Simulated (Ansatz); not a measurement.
Debugging a check of PAW against all-electron LAPW of Al, space group P6_3/mmc (Ansatz 0.2.0, Python API).

Script `run_paw_lapw.py`:
```python
'''PAW against all-electron LAPW for Al.'''

import ansatz as az
import numpy as np


def count_gap(report):
    # lowest empty less highest filled band, counting bands; zero where they overlap
    return max(report.get('gap_by_band_count_ev') or 0.0, 0.0)

structure = (
    az.Lattice.of([2.827077, 0.0, 0.0], [-1.413539, 2.448321, 0.0], [0.0, 0.0, 9.185993])
    .atom('Al', [0.0, 0.0, 0.0])
    .atom('Al', [1 / 3, 2 / 3, 0.25])
    .atom('Al', [0.0, 0.0, 0.5])
    .atom('Al', [2 / 3, 1 / 3, 0.75])
)

calculation = (
    structure.calculation()
    .kpoints(9, 9, 3, center='gamma')
    .functional('lda')
    .occupations('fermi_dirac', width=0.05)
    .stress()
    .forces()
    .band_table()
)
variants = {
    'PAW': calculation.pseudopotentials('paw'),
    'LAPW': calculation.pseudopotentials('all_electron', lapw=True),
}
# totals differ by the cores that each treatment holds, so compare what does not depend on them
rows = []
for label, variant in variants.items():
    report = variant.run(threads=1).report
    levels = np.array(report['eigenvalues_ev'][0]) - report.fermi_energy_ev
    print(label, 'levels at the first k-point near E_F:', np.round(levels[np.abs(levels) < 5], 3))
    rows.append((label, report['n_electrons'], np.trace(report['stress_gpa']) / 3, float(np.abs(report['forces_ev_ang']).max()), count_gap(report)))
lines = [','.join(['treatment', 'electrons in bands', 'P GPa', 'max force component eV/A', 'gap by band count eV'])] + [','.join(f'{v:.4f}' if isinstance(v, float) else str(v) for v in row) for row in rows]
print('\n'.join(lines))
with open('paw_lapw.csv', 'w') as handle:
    handle.write('\n'.join(lines) + '\n')
```

```console
$ python run_paw_lapw.py
DeckWarning: basis.ecutwfc = 420 eV, auto-derived from the records' recommended cutoffs: set by Al (normal level)
Traceback (most recent call last):
  File "run_paw_lapw.py", line 36, in <module>
    levels = np.array(report['eigenvalues_ev'][0]) - report.fermi_energy_ev
                                                     ^^^^^^^^^^^^^^^^^^^^^^
AttributeError: 'dict' object has no attribute 'fermi_energy_ev'
```
(Warnings from the package without file and line.)

Why does it end like this?

The fault: the report is a dict and is read by key. Mended:

```diff
--- before
+++ after
@@ -35,3 +35,3 @@
     report = variant.run(threads=1).report
-    levels = np.array(report['eigenvalues_ev'][0]) - report.fermi_energy_ev
+    levels = np.array(report['eigenvalues_ev'][0]) - report['fermi_energy_ev']
     print(label, 'levels at the first k-point near E_F:', np.round(levels[np.abs(levels) < 5], 3))
```

With that change:

```console
$ python run_paw_lapw.py
DeckWarning: basis.ecutwfc = 420 eV, auto-derived from the records' recommended cutoffs: set by Al (normal level)
PAW levels at the first k-point near E_F: [-4.539 -4.263  3.705  3.719]
LAPW levels at the first k-point near E_F: [-4.545 -4.265  3.713  3.727]
treatment,electrons in bands,P GPa,max force component eV/A,gap by band count eV
PAW,12.0000,-0.3753,0.0000,0.0000
LAPW,44.0000,-0.3688,0.0000,0.0000
```
(Warnings from the package without file and line.)

Notes:
- The computed bands are complete only to about 1.3 eV above the Fermi level.
- The mesh is modest for a metal, so energies can be off by several to tens of meV an atom and pressures by half a GPa or more; differences at equal mesh fare better.
- A gap by band count of zero or less means overlapping bands, a metal.
- This isn't the structure that Al takes at ambient conditions.
- Levels are Kohn-Sham eigenvalues on this mesh.
- Pressure is positive in compression; the treatments may keep other shells as core, so totals and counts of electrons can differ.
- Run time: 7.1 s on 1 thread of Arm Neoverse V2, on a shared host, peak memory 0.43 GiB.
